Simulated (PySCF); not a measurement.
# C7H7NO: NMR shifts in gas and solvents, part 2 of 2

PySCF 2.14.0. Atoms count from 0.

## Step 7: Shielding tensors: WP04/pcSseg-2 in chloroform

The job: settings as JSON, then the geometry in Å.

```
{"job": {"kind": "nmr", "xc": "WP04", "basis": "pcSseg-2", "pop": false, "solvent": "chloroform"}, "charge": 0, "multiplicity": 1}
C     -2.541254     0.763727     0.464213
C     -1.716149    -0.430761     0.097087
O     -2.200022    -1.519649    -0.108327
C     -0.231690    -0.233870    -0.019758
C      0.566421    -1.305563    -0.403729
C      1.930493    -1.105299    -0.510183
C      2.440390     0.152390    -0.228561
C      1.559524     1.157103     0.147683
N      0.250314     0.977477     0.251291
H     -3.585825     0.468938     0.541091
H     -2.187666     1.194937     1.402572
H     -2.419218     1.545474    -0.289353
H      0.099673    -2.260674    -0.606851
H      2.586872    -1.914693    -0.808366
H      3.501675     0.357156    -0.298192
H      1.927350     2.153641     0.375145
```

Level: GIAO WP04/pcSseg-2 NMR shielding, non-relativistic, IEF-PCM chloroform.

The program printed:

```text
coarse grid: 14096 points
cycle   1  E = -410.1136839560  dE =  1.455e+00  |g| = 1.177e+00  |ddm| = 3.022e+00
cycle   2  E = -409.3113624063  dE =  8.023e-01  |g| = 2.270e+00  |ddm| = 6.803e+00
cycle   3  E = -410.3419375665  dE = -1.031e+00  |g| = 3.924e-01  |ddm| = 6.308e+00
cycle   4  E = -410.3733162799  dE = -3.138e-02  |g| = 1.333e-01  |ddm| = 3.987e-01
cycle   5  E = -410.3760788326  dE = -2.763e-03  |g| = 7.360e-02  |ddm| = 1.146e-01
cycle   6  E = -410.3772234897  dE = -1.145e-03  |g| = 1.534e-02  |ddm| = 5.474e-02
cycle   7  E = -410.3772707781  dE = -4.729e-05  |g| = 5.533e-03  |ddm| = 1.287e-02
cycle   8  E = -410.3772782701  dE = -7.492e-06  |g| = 1.447e-03  |ddm| = 6.490e-03
final grid: 138264 points
cycle   9  E = -410.3917917341  dE = -2.113e-04  |g| = 9.758e-03  |ddm| = 1.107e-01
cycle  10  E = -410.3917597305  dE =  3.200e-05  |g| = 1.576e-02  |ddm| = 1.975e-02
cycle  11  E = -410.3918108962  dE = -5.117e-05  |g| = 4.245e-03  |ddm| = 1.317e-02
cycle  12  E = -410.3918142178  dE = -3.322e-06  |g| = 5.412e-04  |ddm| = 4.004e-03
cycle  13  E = -410.3918142375  dE = -1.976e-08  |g| = 4.119e-04  |ddm| = 6.210e-04
cycle  14  E = -410.3918142818  dE = -4.426e-08  |g| = 9.025e-05  |ddm| = 4.374e-04
cycle  15  E = -410.3918142838  dE = -1.961e-09  |g| = 2.151e-05  |ddm| = 7.990e-05
cycle  16  E = -410.3918142839  dE = -1.037e-10  |g| = 3.636e-06  |ddm| = 1.969e-05
converged SCF energy = -410.3918142839

GIAO shielding tensors (ppm)
atom      isotropic    diamagn.    paramagn.     s11        s22        s33       span
  0 C      144.147     240.188     -96.041    125.494    134.745    172.202     46.708
  1 C      -42.022     252.596    -294.618   -133.382    -68.750     76.066    209.448
  2 O     -258.625     397.906    -656.531   -762.562   -366.903    353.588   1116.150
  3 C        9.514     260.507    -250.993    -92.413     -2.429    123.386    215.799
  4 C       42.360     258.120    -215.760    -69.250     20.493    175.835    245.085
  5 C       27.267     254.157    -226.889    -89.520      2.545    168.777    258.297
  6 C       37.251     255.397    -218.146    -79.410     25.662    165.501    244.911
  7 C       14.515     252.692    -238.177    -97.888      7.886    133.546    231.433
  8 N      -99.813     326.194    -426.007   -399.717   -174.037    274.316    674.033
  9 H       29.753      27.781       1.972     26.345     29.050     33.863      7.518
 10 H       28.543      29.770      -1.227     24.684     29.134     31.810      7.125
 11 H       28.787      29.677      -0.890     25.260     29.032     32.069      6.808
 12 H       23.507      33.034      -9.526     19.559     22.506     28.458      8.899
 13 H       23.872      29.217      -5.345     20.745     23.269     27.603      6.858
 14 H       24.234      28.735      -4.501     21.609     23.239     27.855      6.245
 15 H       23.045      31.301      -8.255     19.197     22.693     27.246      8.049
```

It took 2 min on 2 threads of AMD EPYC, shared host; peak memory 2.9 GiB.

Key values: δ C1 217.1, C3 165.6, C7 160.6, C5 147.8, H15 8.82, H12 8.36 ppm.

## Step 8: Shielding tensors: wB97X-D/pcSseg-2 in chloroform

The job, as its differences from that of step 7:

```diff
@@ -1,2 +1,2 @@
-{"job": {"kind": "nmr", "xc": "WP04", "basis": "pcSseg-2", "pop": false, "solvent": "chloroform"}, "charge": 0, "multiplicity": 1}
+{"job": {"kind": "nmr", "xc": "wB97X-D", "basis": "pcSseg-2", "pop": false, "solvent": "chloroform"}, "charge": 0, "multiplicity": 1}
 C     -2.541254     0.763727     0.464213
```

With the program's defaults for keys left out, this is: GIAO wB97X-D/pcSseg-2 NMR shielding, non-relativistic, IEF-PCM chloroform.

The program printed:

```text
coarse grid: 14096 points
cycle   1  E = -400.7875703093  dE =  1.950e+00  |g| = 8.650e-01  |ddm| = 2.926e+00
cycle   2  E = -400.6580593225  dE =  1.295e-01  |g| = 1.272e+00  |ddm| = 1.943e+00
cycle   3  E = -400.9379710984  dE = -2.799e-01  |g| = 7.888e-02  |ddm| = 1.314e+00
cycle   4  E = -400.9390449911  dE = -1.074e-03  |g| = 5.218e-02  |ddm| = 9.837e-02
cycle   5  E = -400.9396120883  dE = -5.671e-04  |g| = 1.458e-02  |ddm| = 4.990e-02
cycle   6  E = -400.9396599254  dE = -4.784e-05  |g| = 4.463e-03  |ddm| = 1.952e-02
cycle   7  E = -400.9396665161  dE = -6.591e-06  |g| = 1.420e-03  |ddm| = 8.141e-03
final grid: 138264 points
cycle   8  E = -400.9455109113  dE = -2.692e-04  |g| = 6.231e-03  |ddm| = 8.693e-02
cycle   9  E = -400.9455153740  dE = -4.463e-06  |g| = 4.860e-03  |ddm| = 1.453e-02
cycle  10  E = -400.9455198893  dE = -4.515e-06  |g| = 9.649e-04  |ddm| = 3.940e-03
cycle  11  E = -400.9455200558  dE = -1.665e-07  |g| = 5.437e-04  |ddm| = 1.609e-03
cycle  12  E = -400.9455201257  dE = -6.986e-08  |g| = 1.210e-04  |ddm| = 6.074e-04
cycle  13  E = -400.9455201310  dE = -5.311e-09  |g| = 5.702e-05  |ddm| = 3.326e-04
cycle  14  E = -400.9455201330  dE = -1.963e-09  |g| = 2.511e-05  |ddm| = 1.564e-04
cycle  15  E = -400.9455201333  dE = -3.487e-10  |g| = 9.628e-06  |ddm| = 5.658e-05
converged SCF energy = -400.9455201333

GIAO shielding tensors (ppm)
atom      isotropic    diamagn.    paramagn.     s11        s22        s33       span
  0 C      156.169     241.867     -85.698    136.424    146.898    185.185     48.761
  1 C      -31.536     251.461    -282.998   -123.626    -60.359     89.376    213.002
  2 O     -271.827     398.658    -670.485   -803.352   -375.148    363.019   1166.371
  3 C       20.687     257.474    -236.787    -85.973     11.837    136.197    222.170
  4 C       53.660     255.316    -201.656    -61.605     32.958    189.629    251.234
  5 C       36.384     251.058    -214.674    -84.231     10.553    182.829    267.061
  6 C       47.228     253.338    -206.110    -73.920     37.541    178.063    251.984
  7 C       24.600     250.764    -226.164    -89.731     17.371    146.160    235.891
  8 N      -89.829     324.557    -414.386   -390.152   -170.034    290.698    680.849
  9 H       29.456      28.017       1.439     25.811     28.587     33.971      8.160
 10 H       28.225      29.202      -0.977     24.111     28.784     31.780      7.670
 11 H       28.490      29.127      -0.636     24.725     28.683     32.063      7.338
 12 H       22.928      33.302     -10.374     18.865     21.903     28.016      9.152
 13 H       23.236      29.745      -6.509     20.056     22.637     27.015      6.959
 14 H       23.636      29.724      -6.088     21.019     22.564     27.325      6.306
 15 H       22.498      31.324      -8.826     18.430     22.251     26.813      8.383
```

It took 2.3 min on 2 threads of AMD EPYC, shared host; peak memory 2.9 GiB.

Key values: δ C1 218.6, C3 166.4, C7 162.5, C5 150.7, H15 9.12, H12 8.69 ppm.

## Step 9: Comparing the runs: NMR shifts

Shifts (ppm) of some atoms, chosen among heavy atoms and hydrogens apart, with basis size and wall time:

| run | C1 | C5 | C6 | H13 | H14 | O2 | N8 | functions | time |
| --- | --- | --- | --- | --- | --- | --- | --- | --- | --- |
| PBE0/pcSseg-2 | 212.3 | 146.1 | 135.7 | 8.08 | 7.63 | 642.2 | 358.2 | 422 | 2.8 min |
| KT3/pcSseg-2 | 196.7 | 133.3 | 124.5 | 7.77 | 7.27 | 586.5 | 329.6 | 422 | 2.9 min |
| wB97X-D/pcSseg-2 | 214.3 | 148.1 | 137.0 | 8.11 | 7.66 | 639.6 | 358.8 | 422 | 3.4 min |
| B97-2/pcSseg-2 | 208.3 | 143.0 | 132.7 | 8.01 | 7.55 | 623.2 | 349.5 | 422 | 2.1 min |
| WP04/pcSseg-2 in chloroform | 217.1 | 147.8 | 137.9 | 8.00 | 7.63 | 582.0 | 349.8 | 422 | 2 min |
| wB97X-D/pcSseg-2 in chloroform | 218.6 | 150.7 | 139.9 | 8.38 | 7.98 | 607.0 | 354.4 | 422 | 2.3 min |

## Step 10: Outcome

What follows sums up all 2 parts.

| quantity | value |
| --- | --- |
| rotational constants (main isotopes) | 3.79, 1.28, 0.96 GHz |
| ¹³C shifts against TMS (PBE0/pcSseg-2) | 212.3, 163.9, 159.5, 146.1, 135.7, 130.7, 29.3 ppm |
| ¹H shifts against TMS (PBE0/pcSseg-2, means over atoms taken as alike) | 9.02, 8.61, 8.08, 7.63, 2.81 ppm |
| ¹⁷O shifts against H2O (PBE0/pcSseg-2) | 642.2 ppm |
| ¹⁵N shifts against NH3 (PBE0/pcSseg-2) | 358.2 ppm |
| range of the shift of O2 (wB97X-D/pcSseg-2 runs) | 607.0 to 639.6 ppm |

Relaxing lowered the energy by 0.087 eV in 7 steps; the close pair that moved most is C1–C3, from 1.534 to 1.502 Å. C1 (ketone carbonyl carbon) lies farthest downfield among carbon, at 212.3 ppm; low-lying n→π* states of the double bond to the heteroatom give a large paramagnetic term (-278 ppm). At PBE0/pcSseg-2: The widest tensor belongs to O2: span 1249 ppm, with a paramagnetic part of -710 ppm. NICS(1)zz of -28 ppm above the planar ring from C3 marks a diatropic (aromatic) ring current. At one level, wB97X-D/pcSseg-2: Across the 2 runs the shift of O2 moves most, between 607.0 (wB97X-D/pcSseg-2 in chloroform) and 639.6 ppm (wB97X-D/pcSseg-2).
